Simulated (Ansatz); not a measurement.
# CaSiH2O4: the cost of one run

Computed with Ansatz 0.2.0 (DFT, PBE, plane-wave PAW, default files, scalar-relativistic, as far as a step names no other, unless a step's input says otherwise).

**1. The system as given**

The structure is orthorhombic, space group Fdd2 (No. 43). Conventional cell: a = 11.277 Å, b = 19.934 Å, c = 6.054 Å, α = 90.00°, β = 90.00°, γ = 90.00°. Around Ca (site symmetry 1) lie 5 O at 2.30 to 2.46 Å. Si (site symmetry 1) is surrounded by 4 O at 1.61 to 1.69 Å. H (site symmetry 1) has 1 O at 1.00 Å as nearest neighbours. H (site symmetry 1) has 1 O at 1.03 Å as nearest neighbours. O (site symmetry 2) has 2 Si at 1.66 Å as nearest neighbours. O (site symmetry 1) has 1 Si at 1.61 Å and 1 H at 1.78 Å and 1 Ca at 2.30 Å as nearest neighbours. O (site symmetry 1) is surrounded by 1 H at 1.59 Å and 1 Si at 1.62 Å. O (site symmetry 1) is surrounded by 1 H at 1.03 Å. Only part of the 9 independent sites is listed.

Structure file:

```cif
data_structure
_symmetry_space_group_name_H-M 'Fdd2'
_symmetry_Int_Tables_number 43
_cell_length_a 11.2765
_cell_length_b 19.9339
_cell_length_c 6.0541
_cell_angle_alpha 90.000
_cell_angle_beta 90.000
_cell_angle_gamma 90.000
_cell_volume 1360.87
loop_
_atom_site_label
_atom_site_type_symbol
_atom_site_symmetry_multiplicity
_atom_site_Wyckoff_symbol
_atom_site_fract_x
_atom_site_fract_y
_atom_site_fract_z
_atom_site_occupancy
Ca1 Ca 16 b 0.41231 0.67278 0.75337 1
Si1 Si 16 b 0.41047 0.56604 0.25399 1
H1 H 16 b 0.04744 0.97107 0.67472 1
H2 H 16 b 0.25379 0.56723 0.01641 1
O1 O 8 a 0.00000 0.00000 0.25930 1
O2 O 16 b 0.37785 0.58797 0.50345 1
O3 O 16 b 0.46759 0.62438 0.10020 1
O4 O 16 b 0.28598 0.53552 0.13648 1
O5 O 8 a 0.00000 0.00000 0.77687 1
```

**2. First run, atoms as given**

Contents of input.yaml:

```yaml
crystal:
  lattice:
    - [0.0, 9.966967, 3.027053]
    - [5.638261, 0.0, 3.027053]
    - [5.638261, 9.966967, 0.0]
  atoms:
    - { symbol: Ca, position: [0.01384, 0.492894, 0.331724] }
    - { symbol: Ca, position: [0.492894, 0.01384, 0.161542] }
    - { symbol: Ca, position: [0.918276, 0.088458, 0.23616] }
    - { symbol: Ca, position: [0.088458, 0.918276, 0.757106] }
    - { symbol: Si, position: [0.409565, 0.098412, 0.72252] }
    - { symbol: Si, position: [0.098412, 0.409565, 0.769503] }
    - { symbol: Si, position: [0.52748, 0.480497, 0.840435] }
    - { symbol: Si, position: [0.480497, 0.52748, 0.151588] }
    - { symbol: H, position: [0.598353, 0.751095, 0.343793] }
    - { symbol: H, position: [0.751095, 0.598353, 0.306759] }
    - { symbol: H, position: [0.906207, 0.943241, 0.651647] }
    - { symbol: H, position: [0.943241, 0.906207, 0.498905] }
    - { symbol: H, position: [0.329849, 0.702975, 0.804607] }
    - { symbol: H, position: [0.702975, 0.329849, 0.162569] }
    - { symbol: H, position: [0.445393, 0.087431, 0.920151] }
    - { symbol: H, position: [0.087431, 0.445393, 0.547025] }
    - { symbol: O, position: [0.259302, 0.259302, 0.740698] }
    - { symbol: O, position: [0.509302, 0.509302, 0.990698] }
    - { symbol: O, position: [0.713568, 0.293332, 0.462365] }
    - { symbol: O, position: [0.293332, 0.713568, 0.530735] }
    - { symbol: O, position: [0.787635, 0.719265, 0.536432] }
    - { symbol: O, position: [0.719265, 0.787635, 0.956668] }
    - { symbol: O, position: [0.256989, 0.943407, 0.991771] }
    - { symbol: O, position: [0.943407, 0.256989, 0.807833] }
    - { symbol: O, position: [0.258229, 0.442167, 0.993011] }
    - { symbol: O, position: [0.442167, 0.258229, 0.306593] }
    - { symbol: O, position: [0.386017, 0.886935, 0.685028] }
    - { symbol: O, position: [0.886935, 0.386017, 0.04202] }
    - { symbol: O, position: [0.564972, 0.20798, 0.863983] }
    - { symbol: O, position: [0.20798, 0.564972, 0.363065] }
    - { symbol: O, position: [0.776869, 0.776869, 0.223131] }
    - { symbol: O, position: [0.026869, 0.026869, 0.473131] }
kpoints:
  mp_grid: { grid: [4, 4, 4] }
scf:
  occupations: { method: fermi_dirac, width: 0.02 }
hamiltonian:
  xc: pbe
  pseudopotentials: { kind: paw }
output:
  forces: true
  stress: true
  populations: true
  efg:
    quadrupole_moments_barn: { Ca: -0.0408, H: 0.00285783, O: -0.02558 }
    contact_densities: true
```

Launch:

```sh
ansatz run input.yaml --threads 1 --pin off --max-ram 2560MiB --backend cpu --events-out ev --progress --plain --runs-dir out
```

What time and memory should one allow on 1 thread of AMD EPYC 9R45 (Zen 5), shared host?

About 46 s, with a peak of 0.98 GiB.
